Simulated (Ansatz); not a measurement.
# BClFHO: a dynamics run in two tries

Wanted: a short trajectory, and a check that the input is sound. SMILES of the start: OB(F)Cl.

All numbers below are computed with Ansatz 0.2.0 (RKS LDA/def2-mTZVP).

### Step 1. The system as given

Bond lengths: B1–O2 1.341 Å, O2–H3 0.979 Å, B1–Cl4 1.748 Å, B1–F5 1.328 Å. Angles: B1–O2–H3 113.4°, O2–B1–Cl4 119.6°, O2–B1–F5 121.5°, Cl4–B1–F5 118.9°.

Coordinates:

```xyz
5

B     0.0123   -0.0355    0.0107
O     0.0185   -0.1173    1.3496
H    -0.8782   -0.1613    1.7407
Cl    1.5282    0.0511   -0.8557
F    -1.1226   -0.0184   -0.6782
```

### Step 2. First try

input.yaml

```yaml
crystal:
  periodic: [false, false, false]
  atoms:
    - { symbol: B, position_ang: [0.012325, -0.035495, 0.01066] }
    - { symbol: O, position_ang: [0.01845, -0.117289, 1.349597] }
    - { symbol: H, position_ang: [-0.87818, -0.161268, 1.740734] }
    - { symbol: Cl, position_ang: [1.528213, 0.051095, -0.855722] }
    - { symbol: F, position_ang: [-1.122607, -0.018443, -0.67817] }
basis:
  gaussian: { orbitals: def2-mTZVP }
hamiltonian:
  xc: lda
md:
  timestep: 1.0
  n_steps: 25
  ensemble: berendsen
  temperature: 500.0
  initial_velocities: maxwell_boltzmann
  seed: 764729
```

Started as:

```
$ ansatz run input.yaml --threads 1 --pin off --max-ram 2048MiB --backend cpu --events-out ev --progress --plain --runs-dir out
```

Q: Predict the outcome of this session. Wanted: first try.

As calculated:

```
 quantity                                                                              value
first try                                                                            refused
    cause  the word typed for the ensemble or optimiser is not among those the program lists
```

In words: The fault in the first input was caught at the input check and cost nothing.
